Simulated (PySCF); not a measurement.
# F6Te: the cost of one run

Programs: PySCF 2.14.0, with routines of our own; each step states its level. All values are computed. Atoms count from 0.

## 1. The starting structure

7 atoms, charge 0, multiplicity 1; geometry from: GFN2-xTB.

## 2. Optimising the geometry at PBE0-D3(BJ)/def2-SVP

The job: settings as JSON, then the geometry in Å.

```
{"job": {"xc": "PBE0", "basis": "def2-SVP", "d3": "d3bj", "grid": 1, "maxiter": 30, "shake": 0.01, "kind": "geom"}, "charge": 0, "multiplicity": 1}
F     -0.688880    -1.743060     0.290010
Te    -0.005590    -0.003960    -0.005750
F      1.720430    -0.710700     0.065340
F      0.746370     1.718030    -0.303010
F     -1.743290     0.703250    -0.086990
F      0.036530     0.305670     1.850560
F     -0.031620    -0.298330    -1.860080
```

On the command line:

```sh
> OMP_NUM_THREADS=1 python heavy_run.py task.json out
```

One launch serves the whole session: the jobs run in the order shown.

Q: Estimate the wall time and peak memory of this first job on 1 thread of Arm Neoverse V1, shared host.

About 60 s, with a peak of 0.48 GiB.
